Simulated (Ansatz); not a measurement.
Crystal: BiTe.

```xyz
2
Lattice="0.0000 3.2350 3.2350 3.2350 0.0000 3.2350 3.2350 3.2350 0.0000" Properties=species:S:1:pos:R:3 pbc="T T T"
Bi    0.0000    0.0000    0.0000
Te    3.2350    3.2350    3.2350
```

Base run:

```yaml
Program: Ansatz 0.2.0
Functional: PBEsol
Potentials_or_basis: Ansatz PAW
Cutoff: "420 eV (not typed: the program's choice for these potentials)"
k_mesh: 5 × 5 × 5
Occupations: fermi-dirac, width 0.05 eV
Spin: spin-orbit coupling, no magnetisation
```

Its results: band gap on the k mesh none (metal or under the smearing width); pressure 0.2 GPa.

Task: The run is repeated on the same cell with these changes: functional from PBEsol to r2SCAN; cutoff from 420 eV (not typed: the program's choice for these potentials) to 500 eV (not typed: the program's choice for these potentials). What comes out?

Result: Band gap on the k mesh none (metal or under the smearing width); pressure 2.0 GPa.

Caveats: the PAW data sets come from PBE, with cores solved anew for the run's functional, which leaves a small shift of forces and pressure.
